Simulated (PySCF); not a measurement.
**SiBr4: structure of the singlet**

Where does singlet SiBr4 go from a PBE0 minimum start, is the end point a minimum, and what are its modes, charges and moments?

Method: PBE0, basis Si def2-SVP, Br def2-SVP, no relativity, density fitting; program: PySCF 2.14.0.

## (1) Starting geometry

5 atoms, charge 0, spin multiplicity 1.

Bond lengths: Si1–Br2 2.203 Å, Si1–Br3 2.203 Å, Si1–Br4 2.203 Å, Si1–Br5 2.203 Å. Angles: Br2–Si1–Br3 109.5°, Br2–Si1–Br4 109.5°, Br2–Si1–Br5 109.5°, Br3–Si1–Br4 109.5°, Br3–Si1–Br5 109.5°, Br4–Si1–Br5 109.5°.

```xyz
5
charge 0 multiplicity 1
Si    0.0000    0.0000    0.0000
Br    1.2721   -1.2721    1.2721
Br    1.2721    1.2721   -1.2721
Br   -1.2721   -1.2721   -1.2721
Br   -1.2721    1.2721    1.2721
```

## (2) First SCF at the start

The steps below are one call of a driver around PySCF. For each, scf.py gives the equivalent set-up of the SCF; relaxations use the driver's own optimiser. After this first run the driver tries any further starts and a stability analysis.

scf.py

```python
from pyscf import gto, scf, dft
mol = gto.M(atom='''
Si    -0.000000     0.000000     0.000000
Br     1.272140    -1.272140     1.272140
Br     1.272140     1.272140    -1.272140
Br    -1.272140    -1.272140    -1.272140
Br    -1.272140     1.272140     1.272140''',
    basis={'Si': 'def2-SVP', 'Br': 'def2-SVP'},
    charge=0, spin=0)
mf = dft.RKS(mol, xc='PBE0')
mf.grids.atom_grid = (50, 194)
aux = {'Si': 'def2-universal-JKFIT', 'Br': 'def2-universal-JKFIT'}
mf = mf.density_fit(auxbasis=aux)
mf.conv_tol = 1e-08
mf.diis_space = 10
mf.max_cycle = 60
mf.init_guess = 'minao'
mf.verbose = 4
mf.kernel()
```

Command:

```sh
OMP_NUM_THREADS=4 python axn.py task.json out
```

The program printed:

```text
init E= -10579.9810008408
  HOMO = -0.330930936504886  LUMO = -0.0807303291629355  gap/eV = 6.80831
cycle= 1 E= -10583.6097080871  delta_E= -3.63  |g|= 0.402  |ddm|= 2.78
  HOMO = -0.323301846201054  LUMO = -0.103063568698928  gap/eV = 5.99299
cycle= 2 E= -10583.5400222135  delta_E= 0.0697  |g|= 0.626  |ddm|= 1.29
  HOMO = -0.314210370353816  LUMO = -0.0571370128879232  gap/eV = 6.99532
cycle= 3 E= -10583.6585016428  delta_E= -0.118  |g|= 0.0582  |ddm|= 0.806
  HOMO = -0.317170583484923  LUMO = -0.0589141467733674  gap/eV = 7.02752
cycle= 4 E= -10583.6590278302  delta_E= -0.000526  |g|= 0.00385  |ddm|= 0.0398
  HOMO = -0.317420912826235  LUMO = -0.0587328077846618  gap/eV = 7.03926
cycle= 5 E= -10583.6590295774  delta_E= -1.75e-06  |g|= 0.0013  |ddm|= 0.00517
  HOMO = -0.317287645274696  LUMO = -0.0586175335233468  gap/eV = 7.03877
cycle= 6 E= -10583.6590298249  delta_E= -2.47e-07  |g|= 0.000165  |ddm|= 0.00156
  HOMO = -0.317298917243131  LUMO = -0.058628182065001  gap/eV = 7.03879
cycle= 7 E= -10583.6590298326  delta_E= -7.72e-09  |g|= 1.42e-05  |ddm|= 0.000206
  HOMO = -0.317299710877006  LUMO = -0.058631506371376  gap/eV = 7.03872
Extra cycle  E= -10583.6590298324  delta_E= 1.33e-10  |g|= 2.17e-05  |ddm|= 4.51e-05
converged SCF energy = -10583.6590298324
```

This step, with its further starts and checks, ran for 19 s (4 threads of Arm Neoverse V2, shared host).

The test of internal stability found no lower closed-shell solution.

## (3) PBE0 minimum start, singlet: relaxation

The program finds Td symmetry in the start, which this walk keeps. The walk stops when the largest gradient is under 0.0003 Eh/bohr and the energy has settled too.

Changes to scf.py since step 2:

```diff
@@ -3 +3 @@
-Si    -0.000000     0.000000     0.000000
+Si     0.000000     0.000000     0.000000
@@ -17 +16,0 @@
-mf.init_guess = 'minao'
```

Energy and gradient, step by step:

```tsv
step	energy (Eh)	change (kJ/mol)	largest symmetric gradient (Eh/bohr)
0	-10583.659030	0.00	0.00023
```

The walk took 4.9 s.

Geometry (Å) and forces (eV/Å) at some steps:

```
step 0
Si   0.000   0.000   0.000   0.000   0.000   0.000
Br   1.272  -1.272   1.272   0.012  -0.012   0.012
Br   1.272   1.272  -1.272   0.012   0.012  -0.012
Br  -1.272  -1.272  -1.272  -0.012  -0.012  -0.012
Br  -1.272   1.272   1.272  -0.012   0.012   0.012
```

It settles in Td symmetry, 0.0 kJ/mol below the start, after 0 steps: Si–Br 2.203 Å (×4); Br–Si–Br 109.5° (×6).

## (4) Is it a minimum? Harmonic modes

On the finer grid the gradient is checked again; gradients at displacements of ±0.02 bohr then give force constants and infrared intensities.

Changes to scf.py since step 3:

```diff
@@ -3 +3 @@
-Si     0.000000     0.000000     0.000000
+Si     0.000000    -0.000000     0.000000
@@ -11 +11 @@
-mf.grids.atom_grid = (50, 194)
+mf.grids.atom_grid = (75, 302)
@@ -14 +14 @@
-mf.conv_tol = 1e-08
+mf.conv_tol = 1e-10
```

The driver hands on the density of the step before, so the log starts near convergence.

SCF at the final geometry:

```text
init E= -10583.6590643166
  HOMO = -0.317294750104948  LUMO = -0.0586195580747053  gap/eV = 7.03891
cycle= 1 E= -10583.6590643166  delta_E= 3.64e-11  |g|= 1.06e-06  |ddm|= 2.11e-06
  HOMO = -0.317294816598297  LUMO = -0.0586197853392929  gap/eV = 7.03891
Extra cycle  E= -10583.6590643166  delta_E= -5.46e-12  |g|= 1.71e-06  |ddm|= 3.36e-06
converged SCF energy = -10583.6590643166
```

The whole step took 46 s.

Geometry: Td; Si–Br 2.203 Å (×4); Br–Si–Br 109.5° (×6).

Modes, for the most abundant isotopes:

| symmetry | ω (cm⁻¹) | IR (km/mol) |
| --- | --- | --- |
| e | 84 | 0.0 |
| t2 | 133 | 4.8 |
| a1 | 251 | 0.0 |
| t2 | 504 | 438 |

All wavenumbers are real: a minimum.

Properties at this point:

- Dipole moment: 0.00 D
- Highest occupied level: -8.63 eV
- Lowest empty level: -1.60 eV
- Rotational constants: 0.0165, 0.0165, 0.0165 cm⁻¹
- Zero-point energy: 13.9 kJ/mol
- Principal polarisabilities: 82.8, 82.8, 82.8 bohr³
- Atomisation energy without zero-point energy: 1339 kJ/mol
- Principal traceless quadrupole moments about the centre of mass: 0.00, 0.00, 0.00 D Å
- Entropy at 298.15 K and 1 bar: 379.4 J/(mol K)
- Heat capacity Cp at 298.15 K: 96.7 J/(mol K)
- Enthalpy at 298.15 K above 0 K: 22.25 kJ/mol
- Rotational symmetry number: 12

Populations by atom (charges in e):

```json
{"atom": "Si1", "Mulliken": "0.68", "Löwdin": "0.10", "polar tensor": "1.93", "Mayer order to Si1": "–"}
{"atom": "Br2,3,4,5", "Mulliken": "-0.17", "Löwdin": "-0.03", "polar tensor": "-0.48", "Mayer order to Si1": "1.11"}
```

Mulliken populations on Si1: s 4.97, p 7.94, d 0.42.

## (5) Outcome

| quantity | value |
| --- | --- |
| minimum | singlet, Td |
| geometry | Si–Br 2.203 Å (×4); Br–Si–Br 109.5° (×6) |
| wavenumbers (cm⁻¹) | 84 (e), 133 (t2), 251 (a1), 504 (t2) |
| dipole moment | 0.00 D |
| highest occupied, lowest empty level | -8.63, -1.60 eV |
| polar-tensor charge of Si1 | +1.93 e |
| zero-point energy | 13.9 kJ/mol |
| entropy at 298.15 K | 379.4 J/(mol K) |
| atomisation energy (no zero-point energy) | 1339 kJ/mol |

The molecule stays Td, as typed, and the end point is a minimum. The strongest infrared band lies at 504 cm⁻¹ (t2). The dipole vanishes although Si1 carries +1.9 e by the polar tensor: the bond dipoles cancel. Other starts or spin states, not run here, may lie lower.

The search up to here took 70 s.
